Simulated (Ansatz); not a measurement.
# SiHSeS− (SMILES S=[SiH][Se-]): one structure at several levels

A test off equilibrium: a frame of a short trajectory is computed at several levels, and each is set against CCSD(T).

Method: single points in def2-TZVPPD; program: Ansatz 0.2.0, Gaussian basis.

Cores are frozen in the correlated methods. Filled d shells of the heavier atoms are correlated.

## (1) The starting structure

4 atoms, charge -1, spin multiplicity 1.

Atoms are counted from 1 here; the program's logs count them from 0.

Bond lengths: S1–Si2 2.004 Å, Si2–Se3 2.167 Å, Si2–H4 1.714 Å. Angles: S1–Si2–Se3 132.7°, S1–Si2–H4 111.3°, Se3–Si2–H4 115.9°.

Geometry (Å):

```
S    -1.6307   -0.1049    1.2205
Si   -0.0723    0.0060   -0.0345
Se    1.9799   -0.6756    0.1074
H    -0.4611    0.9223   -1.4295
```

## (2) PBE-D4/def2-TZVPPD

run/in.yaml

```yaml
crystal:
  periodic: [false, false, false]
  atoms:
    - {symbol: S, position_ang: [-1.630721, -0.104899, 1.220530]}
    - {symbol: Si, position_ang: [-0.072306, 0.006035, -0.034517]}
    - {symbol: Se, position_ang: [1.979934, -0.675552, 0.107357]}
    - {symbol: H, position_ang: [-0.461087, 0.922303, -1.429496]}
basis:
  gaussian: {orbitals: "def2-TZVPPD.json"}
total_charge: -1
hamiltonian: {xc: pbe, dispersion: d4}
output: {forces: true}
```

The basis file named in the input lies beside it (Basis Set Exchange, JSON).

Started as:

```
ansatz run in.yaml --threads 2 --pin off --events-out ev --progress --plain --max-ram 3481MiB
```

## (3) r2SCAN-D4/def2-TZVPPD

run/in.yaml: that of step 2 with these lines changed.

```diff
@@ -10,3 +10,3 @@
 total_charge: -1
-hamiltonian: {xc: pbe, dispersion: d4}
+hamiltonian: {xc: r2scan, dispersion: d4}
 output: {forces: true}
```

## (4) PBE0-D4/def2-TZVPPD

run/in.yaml: that of step 3 with these lines changed.

```diff
@@ -10,3 +10,3 @@
 total_charge: -1
-hamiltonian: {xc: r2scan, dispersion: d4}
-output: {forces: true}
+hamiltonian: {xc: pbe0, dispersion: d4}
+output: {forces: true, orbitals: {seedname: orbitals}}
```

## (5) wB97M-V/def2-TZVPPD

run/in.yaml: that of step 4 with these lines changed.

```diff
@@ -10,3 +10,3 @@
 total_charge: -1
-hamiltonian: {xc: pbe0, dispersion: d4}
-output: {forces: true, orbitals: {seedname: orbitals}}
+hamiltonian: {xc: {name: wB97M-V}}
+output: {forces: true}
```

## (6) CCSD(T)/def2-TZVPPD

run/in.yaml: that of step 5 with these lines changed.

```diff
@@ -10,3 +10,3 @@
 total_charge: -1
-hamiltonian: {xc: {name: wB97M-V}}
+correlation: {method: ccsd_t}
 output: {forces: true}
```

(Steps that only read results are left out.)

Before running it: what results should come out? Wanted: RMS force component; RMS force error; HOMO and LUMO, PBE0-D4; T1 diagnostic.

As calculated:

| quantity | value |
| --- | --- |
| RMS force component | 0.729 to 0.852 eV/Å over the methods |
| RMS force error | PBE-D4 0.147, r2SCAN-D4 0.068, PBE0-D4 0.105, wB97M-V 0.143 eV/Å |
| HOMO and LUMO, PBE0-D4 | -1.98 and 2.70 eV |
| T1 diagnostic | 0.014 |

**Reading.** For forces r2SCAN-D4 does best and PBE-D4 worst. Frozen-core CCSD(T) forces in triple zeta carry basis errors of their own, and this is one geometry, so small gaps rank nothing.
